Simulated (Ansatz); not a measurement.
# C3H7BO: up Jacob's ladder to CCSD(T)

Aim: compute C3H7BO with functionals from several rungs and with coupled cluster, and see how far each lands from CCSD(T) at the basis-set limit for the atomisation energy.

Computed with Ansatz 0.2.0, Gaussian basis. Level: functionals in def2-TZVPP, the program's frozen cores in correlated methods.

Plan: LDA (SPW92), PBE-D4, revPBE-D4, BLYP-D4, r2SCAN-D4, B97M-V, PBE0-D4, B3LYP-D4, r2SCANh-D4, r2SCAN0-D4, HSE06-D4, BHLYP-D4, CAM-B3LYP-D4, LC-ωPBE, ωB97X-V, ωB97M-V, B2PLYP, PBE-QIDH; CCSD(T)/def2-SVP; CCSD(T)/def2-TZVPP; MP2/def2-QZVPP; extrapolation to the limit; RPA on PBE.

### 1 The geometry

The geometry comes from an earlier relaxation with PBE0-D4 in a triple-zeta def2 set; it is a stationary point, not always the lowest conformer.

SMILES `BCC(C)=O`, 12 atoms, charge 0, spin multiplicity 1.

Atoms are counted from 1 here; the program's logs count them from 0.

Bond lengths: B1–C2 1.557 Å, B1–H6 1.195 Å, B1–H7 1.197 Å, C2–C3 1.504 Å, C2–H8 1.107 Å, C2–H9 1.092 Å, C3–C4 1.505 Å, C3–O5 1.206 Å, C4–H10 1.088 Å, C4–H11 1.092 Å, C4–H12 1.095 Å. Angles: C2–B1–H6 119.8°, C2–B1–H7 121.1°, H6–B1–H7 119.0°, B1–C2–C3 115.3°, B1–C2–H8 100.6°, B1–C2–H9 112.9°, C3–C2–H8 109.6°, C3–C2–H9 110.4°, H8–C2–H9 107.1°, C2–C3–C4 117.0°, C2–C3–O5 120.9°, C4–C3–O5 122.0°, C3–C4–H10 110.1°, C3–C4–H11 111.2°, C3–C4–H12 109.0°, H10–C4–H11 110.3°, H10–C4–H12 109.1°, H11–C4–H12 107.1°.

### 2 LDA

This LDA is Slater exchange with PW92 correlation.

in.yaml

```yaml
crystal:
  periodic: [false, false, false]
  atoms:
    - {symbol: B, position_ang: [-1.581239, 0.800992, 0.222664]}
    - {symbol: C, position_ang: [-0.384504, 0.117068, 0.946472]}
    - {symbol: C, position_ang: [0.927398, 0.170867, 0.212162]}
    - {symbol: C, position_ang: [1.083419, -0.737912, -0.977348]}
    - {symbol: O, position_ang: [1.804748, 0.920188, 0.564152]}
    - {symbol: H, position_ang: [-2.525052, 1.170639, 0.856010]}
    - {symbol: H, position_ang: [-1.602992, 0.910597, -0.969042]}
    - {symbol: H, position_ang: [-0.742995, -0.928853, 0.990709]}
    - {symbol: H, position_ang: [-0.259317, 0.457731, 1.976012]}
    - {symbol: H, position_ang: [1.975747, -0.468389, -1.538990]}
    - {symbol: H, position_ang: [0.203196, -0.697893, -1.622963]}
    - {symbol: H, position_ang: [1.178592, -1.770335, -0.625939]}
basis:
  gaussian: {orbitals: def2-TZVPP}
hamiltonian: {xc: lda}
output: {orbitals: {seedname: orbitals}}
```

After this run come: PBE-D4 (GGA); revPBE-D4 (GGA); BLYP-D4 (GGA); r2SCAN-D4 (meta-GGA); B97M-V (meta-GGA); PBE0-D4 (hybrid); B3LYP-D4 (hybrid); r2SCANh-D4 (hybrid); r2SCAN0-D4 (hybrid); HSE06-D4 (hybrid); BHLYP-D4 (hybrid); CAM-B3LYP-D4 (range-separated); LC-ωPBE (range-separated); ωB97X-V (range-separated); ωB97M-V (range-separated); B2PLYP (double hybrid); PBE-QIDH (double hybrid); CCSD(T) in def2-SVP; CCSD(T) in def2-TZVPP; MP2 in def2-QZVPP; RPA on PBE orbitals.

**Question.** What will the summary of the whole plan be? Wanted: atomisation energy, CCSD(T)/CBS; farthest beyond LDA; mean size of error, GGA; mean size of error, meta-GGA; mean size of error, hybrid; mean size of error, range-separated; mean size of error, double hybrid; gap, smallest and largest; T1 diagnostic.

As calculated:

| quantity | value |
| --- | --- |
| atomisation energy, CCSD(T)/CBS | 4797.7 kJ/mol |
| functionals within 24.0 kJ/mol (0.5 %) | revPBE-D4, BLYP-D4, r2SCANh-D4, LC-ωPBE, ωB97X-V, B2PLYP, PBE-QIDH |
| farthest beyond LDA | PBE-D4 (+133.0 kJ/mol) |
| mean size of error, GGA | 57.1 kJ/mol |
| mean size of error, meta-GGA | 37.6 kJ/mol |
| mean size of error, hybrid | 46.1 kJ/mol |
| mean size of error, range-separated | 31.2 kJ/mol |
| mean size of error, double hybrid | 12.6 kJ/mol |
| gap, smallest and largest | 2.83 eV (LDA (SPW92)), 10.63 eV (LC-ωPBE) |
| T1 diagnostic | 0.0136 |
| triples share of the correlation energy | 3.9 % |

**Reading.** The LDA atomisation energy is off by 701.9 kJ/mol (15 %): it overbinds. PBE-D4 misses by +133.0 kJ/mol. Double hybrids carry the basis error of their MP2 part in triple zeta, and no dispersion term here, so their miss is partly the set-up's. By mean error the best rung here is double hybrid (12.6 kJ/mol) and the worst beyond LDA is GGA (57.1 kJ/mol). The reference freezes the cores and leaves out relativity and excitations past (T), so misses under about 24.0 kJ/mol can't be ranked. Hartree-Fock recovers 75 % of the binding; the rest is correlation. CCSD(T) in def2-SVP is off by -183.0 kJ/mol, which most functionals beat. Orbital gaps span 2.8 to 10.6 eV; exact exchange widens them.
